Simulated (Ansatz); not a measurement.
# Al2IrAu4, relaxed

Aim: in Al2IrAu4, a known structure type filled with other elements, at an estimated volume, relax the atoms in a fixed cell, then read levels, charges and fields where it ends.

Program: Ansatz 0.2.0. Level of theory: DFT, LDA, no spin polarisation, plane waves, PAW. These are calculated values, not measurements.

## (1) The cell

The structure is tetragonal, space group I-4 (No. 82). Conventional cell: a = 5.203 Å, b = 5.203 Å, c = 10.494 Å, α = 90.00°, β = 90.00°, γ = 90.00°. Around Al (site symmetry -4) lie 4 Au at 2.26 Å. Au (site symmetry 1) is surrounded by 2 Al at 2.26 Å and 1 Ir at 2.26 Å. Ir (site symmetry -4) has 4 Au at 2.26 Å as nearest neighbours.

Structure file:

```cif
data_structure
_symmetry_space_group_name_H-M 'P 1'
_symmetry_Int_Tables_number 1
_cell_length_a 5.2028
_cell_length_b 5.2028
_cell_length_c 6.4083
_cell_angle_alpha 66.050
_cell_angle_beta 66.050
_cell_angle_gamma 90.000
_cell_volume 142.03
loop_
_atom_site_label
_atom_site_type_symbol
_atom_site_fract_x
_atom_site_fract_y
_atom_site_fract_z
_atom_site_occupancy
Al1 Al 0.75000 0.25000 0.50000 1
Au1 Au 0.37500 0.37500 0.75000 1
Au2 Au 0.62500 0.12500 0.25000 1
Au3 Au 0.87500 0.87500 0.75000 1
Au4 Au 0.12500 0.62500 0.25000 1
Ir1 Ir 0.00000 0.00000 0.00000 1
Al2 Al 0.50000 0.50000 0.00000 1
```

The first density is read from a saved solution for the starting cell.

## (2) Relaxing

The input, input.yaml:

```yaml
crystal:
  lattice:
    - [0.0, 5.202828, 0.0]
    - [5.202828, 0.0, 0.0]
    - [2.601414, 2.601414, -5.247023]
  atoms:
    - { symbol: Al, position: [0.75, 0.25, 0.5] }
    - { symbol: Au, position: [0.375, 0.375, 0.75] }
    - { symbol: Au, position: [0.625, 0.125, 0.25] }
    - { symbol: Au, position: [0.875, 0.875, 0.75] }
    - { symbol: Au, position: [0.125, 0.625, 0.25] }
    - { symbol: Ir, position: [0.0, 0.0, 0.0] }
    - { symbol: Al, position: [0.5, 0.5, 0.0] }
  symmetry: { tolerance: 0.0003 }
kpoints:
  mp_grid: { grid: [5, 5, 5], shift: [0, 0, 0] }
magnetization:
  spin_polarized: false
scf:
  occupations: { method: fermi_dirac }
  lower_state_search: "off"
hamiltonian:
  pseudopotentials: { kind: paw }
  xc: lda
basis:
  ecutwfc: 420
  fft_grid_basis: typed
relax:
  max_steps: 40
  f_tol: 0.03
output:
  forces: true
  stress: true
  eigenvalues: true
  bader: true
  populations: true
  elf: true
  write_potential: true
  volumetric_format: npy
  dos:
    e_range: [-12, 8]
    de: 0.05
    projected: { site_lists: { Al: [Al], Au: [Au], Ir: [Ir] } }
checkpoint:
  read: saved_state
```

On the command line:

```sh
ansatz run input.yaml --threads 2 --pin off --max-ram 3584MiB --backend cpu --events-out ev --progress --plain --runs-dir out
```

Before running it: what results should come out? Wanted: moves; energy gained; largest move; pressure left in the fixed cell; character; Bader charges.

As calculated:

| quantity | value |
| --- | --- |
| moves | 5 |
| energy gained | 778.6 meV/atom |
| largest move | 0.55 Å (Au) |
| space group (0.01 Å), before / after | I-4 / I-4 |
| pressure left in the fixed cell | -3.1 GPa |
| character | metal |
| density of states, mean within 0.25 eV of the Fermi level | 4.5 per eV per cell |
| Bader charges | Al +1.81 to +1.83, Au -0.90, Ir -0.03 e |

In words: In the fixed cell the largest move of an atom is 0.55 Å; the energy fell by 778.6 meV per atom. The fixed cell still holds a mean pressure of -3.1 GPa, so it would shrink if let free. With 4 symmetry operations imposed, the end may be a saddle point towards distortions that break them. It is a metal; within 0.25 eV of the Fermi level the density of states averages 4.5 per eV per cell, mostly Ir d (41 %), Au d (16 %) and Al p (15 %). Al loses most charge (+1.82 e on average) and Au gains most (-0.90 e).

Keep in mind: the SCF threshold is loose for a stress.
